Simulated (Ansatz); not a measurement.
# B2FH5Si, SMILES FBB[SiH3]: an atomisation energy

Computed with Ansatz 0.2.0, Python API.

Run as a notebook:

```python
from collections import Counter

import ansatz as az


def total_energy(molecule, charge=0, unpaired=0):
    calc = (
        molecule.calculation()
        .basis(gaussian="STO-3G")
        .functional("PBE", dispersion="d3bj")
    )
    if charge:
        calc = calc.charge(charge)
    if unpaired:
        calc = calc.spin("collinear", total=unpaired)
    report = calc.run(threads=1, backend="cpu").report
    if report["published_state_doubts"]:
        print("  doubts:", report["published_state_doubts"])
    return report["free_energy_ev"]

GEOMETRY = """
F     0.48350    1.09010   -2.74810
B     0.45220    0.23150   -1.63210
B    -0.28960    0.68170   -0.21790
Si   -0.15680   -0.51600    1.31060
H     0.98360   -0.82620   -1.74580
H    -0.78200    1.74970   -0.11100
H    -0.88290   -1.77770    0.95670
H     1.20120   -0.79610    1.67910
H    -0.92060    0.11670    2.49140
"""
```

```python
mol = az.Crystal.molecule()
for line in GEOMETRY.strip().splitlines():
    symbol, *xyz = line.split()
    mol = mol.atom(symbol, [float(v) for v in xyz])
```

```python
unpaired = {"F": 1, "B": 1, "Si": 2, "H": 1}
counts = Counter(site.symbol for site in mol.cartesian_sites)
atom_energy = {s: total_energy(az.Crystal.molecule().atom(s, (0, 0, 0)), 0, unpaired[s]) for s in counts}
whole = total_energy(mol, 0, 0)
for s, e in atom_energy.items():
    print(f"{s:2s} x{counts[s]}  {e:14.5f} eV")
print(f"B2FH5Si: {whole:.5f} eV")
split = sum(counts[s] * e for s, e in atom_energy.items()) - whole
print(f"atomisation energy (no zero-point term): {96.485332 * split:.1f} kJ/mol, {split / sum(counts.values()):.3f} eV an atom")
```

    F  x1     -2671.30231 eV
    B  x2      -659.18268 eV
    Si x1     -7776.23359 eV
    H  x5       -12.63631 eV
    B2FH5Si: -11870.80995 eV
    atomisation energy (no zero-point term): 4026.1 kJ/mol, 4.636 eV an atom

4026.1 kJ/mol from the electronic energies, without the zero-point term.

What to keep in mind:
- These settings explore the input space; basis and method may be short of convergence.
- The geometry is a force-field or estimated start, not a minimum of this method, and the basis set is short of its limit. All parts are taken at fixed geometry, without zero-point energy.
- This functional overbinds, so such energies come out a few per cent too high (LDA far more).
- Hardware and time: 1.5 s on 1 thread of Arm Neoverse V2 (shared host), peak memory 0.14 GiB.

(Lines on the test bed's own set-up are left out of the output.)
